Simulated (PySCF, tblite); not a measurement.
# C₃H₁₀Si₄: dynamics, then NMR shifts on frames, part 2 of 2

tblite 0.8.0 and PySCF 2.14.0. Atoms count from 0.

### 5 Shielding tensors: 625 fs, PBE0/pcSseg-1

What the job is given:

```
{"job": {"kind": "nmr", "xc": "PBE0", "basis": "pcSseg-1", "pop": false}, "charge": 0, "multiplicity": 1}
C      3.672600    -0.631500     0.142100
C      2.502300    -0.538900     0.054100
Si     1.009700     0.531400    -0.475500
Si    -0.613700    -1.136500    -0.717800
Si    -1.915100    -0.059600     0.912200
C     -3.565400     0.667300     0.367700
Si    -0.165000     1.573400     1.214700
H      4.654900    -0.979900     0.304400
H      1.560700     1.597800    -1.354600
H     -0.172000    -2.310800    -0.065400
H     -1.237900    -1.443500    -2.022900
H     -2.079000    -0.974300     2.042800
H     -3.242300     1.398700    -0.365400
H     -4.095800    -0.105400    -0.175200
H     -4.193200     1.130600     1.081800
H      0.528100     1.418400     2.482300
H     -0.116400     3.004700     1.186100
```

Level: GIAO PBE0/pcSseg-1 NMR shielding, non-relativistic, gas phase.

The log of the run:

```text
coarse grid: 15960 points
cycle   1  E = -1277.4179248620  dE =  5.002e-01  |g| = 4.823e-01  |ddm| = 3.963e+00
cycle   2  E = -1277.3997798244  dE =  1.815e-02  |g| = 5.321e-01  |ddm| = 1.212e+00
cycle   3  E = -1277.4774615312  dE = -7.768e-02  |g| = 7.725e-02  |ddm| = 7.218e-01
cycle   4  E = -1277.4783089795  dE = -8.474e-04  |g| = 5.405e-02  |ddm| = 1.058e-01
cycle   5  E = -1277.4790233440  dE = -7.144e-04  |g| = 1.056e-02  |ddm| = 5.151e-02
cycle   6  E = -1277.4790592570  dE = -3.591e-05  |g| = 2.422e-03  |ddm| = 2.313e-02
cycle   7  E = -1277.4790610364  dE = -1.779e-06  |g| = 2.534e-04  |ddm| = 4.979e-03
final grid: 135048 points
cycle   8  E = -1277.5184539208  dE = -2.313e-05  |g| = 5.402e-03  |ddm| = 2.284e-02
cycle   9  E = -1277.5184517018  dE =  2.219e-06  |g| = 5.936e-03  |ddm| = 1.128e-02
cycle  10  E = -1277.5184610040  dE = -9.302e-06  |g| = 5.094e-04  |ddm| = 6.088e-03
cycle  11  E = -1277.5184610582  dE = -5.421e-08  |g| = 1.669e-04  |ddm| = 8.481e-04
cycle  12  E = -1277.5184610645  dE = -6.288e-09  |g| = 8.221e-05  |ddm| = 2.400e-04
cycle  13  E = -1277.5184610660  dE = -1.563e-09  |g| = 2.444e-05  |ddm| = 9.628e-05
cycle  14  E = -1277.5184610662  dE = -1.776e-10  |g| = 2.604e-06  |ddm| = 4.229e-05
converged SCF energy = -1277.5184610662

GIAO shielding tensors (ppm)
atom      isotropic    diamagn.    paramagn.     s11        s22        s33       span
  0 C       80.484     260.591    -180.107    -13.560      4.357    250.655    264.214
  1 C       98.718     268.361    -169.643     -6.133     13.706    288.582    294.715
  2 Si     418.301     879.653    -461.352    338.293    418.160    498.449    160.156
  3 Si     432.711     881.297    -448.586    385.661    426.065    486.407    100.746
  4 Si     381.266     881.521    -500.254    314.551    397.874    431.374    116.823
  5 C      195.825     255.675     -59.850    185.763    197.653    204.058     18.295
  6 Si     453.625     882.036    -428.411    394.776    427.272    538.826    144.050
  7 H       29.963      32.059      -2.097     24.729     24.847     40.313     15.585
  8 H       25.943      29.000      -3.056     22.260     24.706     30.865      8.606
  9 H       28.211      30.787      -2.576     25.058     26.591     32.984      7.926
 10 H       27.416      29.408      -1.992     23.879     25.499     32.870      8.991
 11 H       26.654      30.582      -3.928     23.628     25.222     31.112      7.483
 12 H       31.415      31.935      -0.520     26.189     30.966     37.089     10.900
 13 H       31.494      29.746       1.748     25.860     29.307     39.314     13.455
 14 H       31.874      29.201       2.673     26.981     28.335     40.307     13.326
 15 H       27.764      30.507      -2.743     24.768     25.934     32.589      7.821
 16 H       28.207      30.592      -2.385     24.502     25.682     34.437      9.936
```

Run time: 40 s. Hardware: 1 thread of Intel Xeon Platinum 8488C, shared host; peak memory 1 GiB.

This run: δ C0 106.4, C1 88.2, C5 -8.9, Si4 -32.1, H8 5.77, H11 5.06 ppm.

### 6 NMR shieldings: 800 fs, PBE0/pcSseg-1

What the job is given:

```
{"job": {"kind": "nmr", "xc": "PBE0", "basis": "pcSseg-1", "pop": false}, "charge": 0, "multiplicity": 1}
C      3.466600    -0.962000     0.458700
C      2.456900    -0.290000     0.322100
Si     0.898500     0.597700    -0.297600
Si    -0.750800    -0.985200    -0.605400
Si    -1.994000    -0.080700     1.113400
C     -3.675100     0.653900     0.843800
Si    -0.406400     1.572600     1.351800
H      4.423900    -1.397000     0.695000
H      1.455000     1.411300    -1.357800
H     -0.309800    -2.234100    -0.052500
H     -1.391200    -1.478800    -1.820500
H     -2.077000    -0.953700     2.302200
H     -3.711600     1.614600     0.263700
H     -4.348300    -0.090000     0.397300
H     -4.073000     0.975000     1.783500
H      0.368100     1.909100     2.548700
H     -0.864000     2.840100     0.864900
```

Level: GIAO PBE0/pcSseg-1 NMR shielding, non-relativistic, gas phase.

The log of the run:

```text
coarse grid: 15960 points
cycle   1  E = -1277.4463608042  dE =  4.792e-01  |g| = 4.399e-01  |ddm| = 3.910e+00
cycle   2  E = -1277.4324525507  dE =  1.391e-02  |g| = 4.846e-01  |ddm| = 1.052e+00
cycle   3  E = -1277.4964107820  dE = -6.396e-02  |g| = 7.596e-02  |ddm| = 5.890e-01
cycle   4  E = -1277.4971420418  dE = -7.313e-04  |g| = 5.525e-02  |ddm| = 9.221e-02
cycle   5  E = -1277.4979014608  dE = -7.594e-04  |g| = 1.080e-02  |ddm| = 5.110e-02
cycle   6  E = -1277.4979378043  dE = -3.634e-05  |g| = 2.399e-03  |ddm| = 1.856e-02
cycle   7  E = -1277.4979394831  dE = -1.679e-06  |g| = 3.038e-04  |ddm| = 4.151e-03
final grid: 135048 points
cycle   8  E = -1277.5369407005  dE = -2.011e-05  |g| = 5.334e-03  |ddm| = 2.393e-02
cycle   9  E = -1277.5369384094  dE =  2.291e-06  |g| = 5.935e-03  |ddm| = 1.109e-02
cycle  10  E = -1277.5369478334  dE = -9.424e-06  |g| = 4.935e-04  |ddm| = 5.982e-03
cycle  11  E = -1277.5369478880  dE = -5.464e-08  |g| = 1.364e-04  |ddm| = 8.578e-04
cycle  12  E = -1277.5369478940  dE = -5.990e-09  |g| = 2.638e-05  |ddm| = 2.633e-04
cycle  13  E = -1277.5369478940  dE = -9.095e-12  |g| = 2.671e-05  |ddm| = 5.209e-05
converged SCF energy = -1277.5369478940

GIAO shielding tensors (ppm)
atom      isotropic    diamagn.    paramagn.     s11        s22        s33       span
  0 C       76.449     260.205    -183.756     -8.101     -1.185    238.632    246.733
  1 C       95.943     264.853    -168.911     -7.708      5.180    290.356    298.064
  2 Si     424.133     880.085    -455.952    382.710    423.594    466.095     83.385
  3 Si     448.801     881.810    -433.009    388.603    432.406    525.394    136.791
  4 Si     410.844     882.363    -471.519    363.974    423.387    445.170     81.196
  5 C      192.274     249.602     -57.327    185.051    188.829    202.944     17.893
  6 Si     447.524     882.235    -434.712    407.588    436.065    498.919     91.331
  7 H       28.663      31.236      -2.574     23.761     23.913     38.313     14.552
  8 H       26.883      29.079      -2.197     22.854     25.654     32.139      9.284
  9 H       27.909      31.388      -3.478     24.846     26.403     32.478      7.632
 10 H       27.688      29.946      -2.258     23.573     25.464     34.025     10.451
 11 H       26.978      30.979      -4.001     23.390     25.825     31.717      8.327
 12 H       30.476      29.175       1.301     25.862     28.749     36.818     10.956
 13 H       30.903      27.545       3.358     25.378     28.175     39.155     13.778
 14 H       31.621      27.399       4.221     26.551     28.801     39.510     12.959
 15 H       27.636      29.405      -1.769     23.675     25.503     33.731     10.056
 16 H       28.485      31.233      -2.748     25.209     26.687     33.559      8.350
```

It took 37 s on 1 thread of Intel Xeon Platinum 8488C, shared host; peak memory 0.96 GiB.

In short: δ C0 110.5, C1 91.0, C5 -5.3, Si4 -61.7, H8 4.83, H11 4.74 ppm.

### 7 Nuclear shieldings: 1000 fs, PBE0/pcSseg-1

What the job is given:

```
{"job": {"kind": "nmr", "xc": "PBE0", "basis": "pcSseg-1", "pop": false}, "charge": 0, "multiplicity": 1}
C      3.295300    -0.141600     0.952800
C      2.184500     0.308500     0.644500
Si     0.626200     0.960300    -0.212400
Si    -0.983900    -0.553800    -0.925400
Si    -2.236600     0.008600     0.995500
C     -3.991000     0.708700     0.628800
Si    -0.622400     1.508900     1.849300
H      4.050200    -0.842000     1.293600
H      1.038800     1.933200    -1.291400
H     -0.518200    -1.876800    -1.223500
H     -1.338500    -0.105700    -2.314700
H     -2.579800    -1.140800     1.871500
H     -4.054200     1.482600    -0.154700
H     -4.831400    -0.028000     0.410100
H     -4.402800     1.238300     1.476900
H     -0.090700     0.926200     2.964500
H     -1.140700     2.787400     2.309600
```

Method: GIAO PBE0/pcSseg-1 NMR shielding, non-relativistic, gas phase.

The log of the run:

```text
coarse grid: 15960 points
cycle   1  E = -1277.4312791597  dE =  2.603e-01  |g| = 4.336e-01  |ddm| = 3.915e+00
cycle   2  E = -1277.4133482433  dE =  1.793e-02  |g| = 4.917e-01  |ddm| = 1.072e+00
cycle   3  E = -1277.4812057202  dE = -6.786e-02  |g| = 5.862e-02  |ddm| = 6.303e-01
cycle   4  E = -1277.4814468898  dE = -2.412e-04  |g| = 5.166e-02  |ddm| = 8.321e-02
cycle   5  E = -1277.4820993817  dE = -6.525e-04  |g| = 1.236e-02  |ddm| = 4.558e-02
cycle   6  E = -1277.4821434607  dE = -4.408e-05  |g| = 2.559e-03  |ddm| = 1.876e-02
cycle   7  E = -1277.4821454084  dE = -1.948e-06  |g| = 3.975e-04  |ddm| = 4.389e-03
final grid: 135048 points
cycle   8  E = -1277.5216101928  dE = -1.730e-05  |g| = 5.147e-03  |ddm| = 2.155e-02
cycle   9  E = -1277.5216080210  dE =  2.172e-06  |g| = 5.674e-03  |ddm| = 1.123e-02
cycle  10  E = -1277.5216168468  dE = -8.826e-06  |g| = 5.447e-04  |ddm| = 6.168e-03
cycle  11  E = -1277.5216169096  dE = -6.280e-08  |g| = 1.603e-04  |ddm| = 8.088e-04
cycle  12  E = -1277.5216169164  dE = -6.739e-09  |g| = 6.440e-05  |ddm| = 2.451e-04
cycle  13  E = -1277.5216169172  dE = -7.894e-10  |g| = 3.316e-05  |ddm| = 7.622e-05
cycle  14  E = -1277.5216169175  dE = -3.033e-10  |g| = 3.546e-06  |ddm| = 3.828e-05
converged SCF energy = -1277.5216169175

GIAO shielding tensors (ppm)
atom      isotropic    diamagn.    paramagn.     s11        s22        s33       span
  0 C       69.781     267.805    -198.024    -15.909     -5.253    230.504    246.413
  1 C       89.060     264.919    -175.859    -14.461     -8.817    290.457    304.917
  2 Si     409.800     879.130    -469.330    327.898    413.988    487.514    159.616
  3 Si     445.212     881.081    -435.869    404.653    420.918    510.064    105.411
  4 Si     392.594     879.985    -487.392    326.433    396.865    454.483    128.050
  5 C      188.991     244.084     -55.092    180.630    189.291    197.054     16.424
  6 Si     428.277     881.157    -452.879    392.862    402.062    489.907     97.045
  7 H       27.757      32.265      -4.508     22.685     23.562     37.025     14.339
  8 H       25.826      27.903      -2.077     22.246     24.196     31.035      8.789
  9 H       27.938      30.264      -2.326     24.533     25.603     33.678      9.145
 10 H       27.417      29.640      -2.223     24.336     25.131     32.783      8.447
 11 H       26.458      30.101      -3.642     23.307     25.080     30.988      7.681
 12 H       30.868      28.906       1.962     26.303     29.054     37.247     10.945
 13 H       30.027      25.387       4.640     25.304     26.581     38.197     12.893
 14 H       31.554      26.795       4.759     26.478     28.907     39.277     12.799
 15 H       28.983      31.832      -2.849     26.064     26.871     34.014      7.950
 16 H       27.771      29.990      -2.219     24.221     25.739     33.352      9.131
```

Run time: 40 s. Hardware: 1 thread of Intel Xeon Platinum 8488C, shared host; peak memory 0.96 GiB.

In short: δ C0 117.1, C1 97.9, C5 -2.1, Si4 -43.4, H8 5.89, H11 5.26 ppm.

### 8 Run by run: NMR shifts

Shifts (ppm) of some atoms, chosen among heavy atoms and hydrogens apart, with basis size and wall time:

```tsv
frame	C0	H9	H7	Si4	Si3	Si2	Si6	functions	time
250 fs	108.9	5.83	1.94	-17.0	-61.1	-64.0	-90.6	197	48 s
425 fs	118.4	5.70	2.36	-43.2	-67.6	-53.5	-64.1	197	39 s
625 fs	106.4	3.51	1.75	-32.1	-83.6	-69.1	-104.5	197	40 s
800 fs	110.5	3.81	3.05	-61.7	-99.6	-75.0	-98.4	197	37 s
1000 fs	117.1	3.78	3.96	-43.4	-96.1	-60.6	-79.1	197	40 s
```

### 9 What came out

What follows sums up all 2 parts.

| quantity | value |
| --- | --- |
| thermostat | 300 K |
| mean temperature, second half | 318 K |
| mean potential energy above the minimum | 0.58 eV |
| ¹³C shifts against TMS (PBE0/pcSseg-1, 250 fs) | 108.9, 88.6, 0.0 ppm |
| ¹H shifts against TMS (PBE0/pcSseg-1, 250 fs) | 6.11, 5.83, 5.30, 5.02, 4.46, 4.33, 1.94, 1.90, 1.77, 1.24 ppm |
| ²⁹Si shifts against TMS (PBE0/pcSseg-1, 250 fs) | -17.0, -61.1, -64.0, -90.6 ppm |
| range of the shift of Si4 | -61.7 to -17.0 ppm |

What this shows: In the second half the potential energy averages 0.58 eV above the minimum; equipartition over 45 harmonic modes at 300 K would give 0.58 eV. With 17 atoms the temperature swings widely (167 to 449 K). Shifts at one fixed geometry are not the observed spectrum, which averages over the motion. In the first frame run (250 fs): The widest tensor belongs to C1: span 293 ppm, with a paramagnetic part of -163 ppm. In ppm, Si4 moves most: its shift spreads over 44.7 ppm, from -61.7 (800 fs) to -17.0 (250 fs).
